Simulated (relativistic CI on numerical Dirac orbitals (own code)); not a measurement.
# Os³⁺: one ion under different settings

How much do the settings matter for Os³⁺? One ion, several inputs.

The numbers are computed with relativistic CI on numerical Dirac orbitals (own code) version 3 (Dirac-Coulomb-Breit CI, KLI orbitals optimised for each configuration, model QED (radiative potential, 1s self-energy scaled to tabulated hydrogen-like ionisation energies), numerical settings as typed), except any that are marked as measured or tabulated.

### Step 1. What is computed

| Quantity | Value |
| --- | --- |
| ion | Os³⁺ (Os IV) |
| nuclear charge | 76 |
| electrons | 73 |
| isotope | A = 192 |

### Step 2. Usual settings

The run's settings:

```ini
atom Os  Z=76  charge=3  electrons=73
nucleus A=192  rms_radius_fm=5.4126
hamiltonian dirac-coulomb  breit=on  qed=on  c_scale=1
orbitals kli  potential=per-configuration
slater_scale 1
correlation none
mixing on
grid step=0.0125 r_max=64.9
scf mixing=0.4 start=green max_iterations=150 tolerance=2e-08 node_fill=0.05
configurations
  [Xe] 4f14 5d5
  [Xe] 4f14 5d4 6s
end
```

Run with:

```bash
python run_levels.py task.json out
```

The settings of every run stand in task.json; they run in order.

### Step 3. Node fill 0.5, QED terms off

The run's settings:

```ini
atom Os  Z=76  charge=3  electrons=73
nucleus A=192  rms_radius_fm=5.4126
hamiltonian dirac-coulomb  breit=on  qed=off  c_scale=1
orbitals kli  potential=per-configuration
slater_scale 1
correlation none
mixing on
grid step=0.0125 r_max=64.9
scf mixing=0.4 start=green max_iterations=150 tolerance=2e-08 node_fill=0.5
configurations
  [Xe] 4f14 5d5
  [Xe] 4f14 5d4 6s
end
```

### Step 4. Node fill 0.2

The run's settings:

```ini
atom Os  Z=76  charge=3  electrons=73
nucleus A=192  rms_radius_fm=5.4126
hamiltonian dirac-coulomb  breit=on  qed=on  c_scale=1
orbitals kli  potential=per-configuration
slater_scale 1
correlation none
mixing on
grid step=0.0125 r_max=64.9
scf mixing=0.4 start=green max_iterations=150 tolerance=2e-08 node_fill=0.2
configurations
  [Xe] 4f14 5d5
  [Xe] 4f14 5d4 6s
end
```

### Step 5. QED terms off

The run's settings:

```ini
atom Os  Z=76  charge=3  electrons=73
nucleus A=192  rms_radius_fm=5.4126
hamiltonian dirac-coulomb  breit=on  qed=off  c_scale=1
orbitals kli  potential=per-configuration
slater_scale 1
correlation none
mixing on
grid step=0.0125 r_max=64.9
scf mixing=0.4 start=green max_iterations=150 tolerance=2e-08 node_fill=0.05
configurations
  [Xe] 4f14 5d5
  [Xe] 4f14 5d4 6s
end
```

### Step 6. Iteration limit 30, nuclear radius 7.0364, QED terms off

The run's settings:

```ini
atom Os  Z=76  charge=3  electrons=73
nucleus A=192  rms_radius_fm=7.0364
hamiltonian dirac-coulomb  breit=on  qed=off  c_scale=1
orbitals kli  potential=per-configuration
slater_scale 1
correlation none
mixing on
grid step=0.0125 r_max=64.9
scf mixing=0.4 start=green max_iterations=30 tolerance=2e-08 node_fill=0.05
configurations
  [Xe] 4f14 5d5
  [Xe] 4f14 5d4 6s
end
```

### Step 7. Tolerance 0.3

The run's settings:

```ini
atom Os  Z=76  charge=3  electrons=73
nucleus A=192  rms_radius_fm=5.4126
hamiltonian dirac-coulomb  breit=on  qed=on  c_scale=1
orbitals kli  potential=per-configuration
slater_scale 1
correlation none
mixing on
grid step=0.0125 r_max=64.9
scf mixing=0.4 start=green max_iterations=96 tolerance=0.3 node_fill=0.05
configurations
  [Xe] 4f14 5d5
  [Xe] 4f14 5d4 6s
end
```

(Steps that only read results are left out.)

Q: Predict the outcome of this session. Wanted: lowest level, usual settings; total energy; first excitation.

As calculated:

| setting | total energy less usual (Ha) | largest shift of a level among the lowest eight of both runs, same label and place (cm⁻¹) | SCF iterations | time | lowest level | kind of change |
| --- | --- | --- | --- | --- | --- | --- |
| usual | 0 | 0 | 25 | 0.26 s | 5d5 6S5/2 | - |
| node fill 0.5, QED terms off | -12.8 | 1130 | 25 | 0.22 s | 5d5 6S5/2 | model term |
| node fill 0.2 | 0.00519 | 448 | 25 | 0.26 s | 5d5 6S5/2 | numerical |
| QED terms off | -12.9 | 16.0 | 25 | 0.22 s | 5d5 6S5/2 | model term |
| iteration limit 30, nuclear radius 7.0364, QED terms off | -11.2 | 17.4 | 25 | 0.22 s | 5d5 6S5/2 | unphysical constant |
| tolerance 0.3 | 0.646 | 324 | 6 | 0.16 s | 5d5 6S5/2 | unsound |

| quantity | value |
| --- | --- |
| lowest level, usual settings | 5d5 6S5/2 |
| total energy | -17237.6300 Ha |
| first excitation | 20932 cm⁻¹ |

Among the runs whose levels can be followed, they move most under «node fill 0.5, QED terms off» (model term), by up to 1130 cm⁻¹. Only the listed configurations are in the model. Near neutrality, missing correlation can shift configurations against each other by thousands of cm⁻¹.
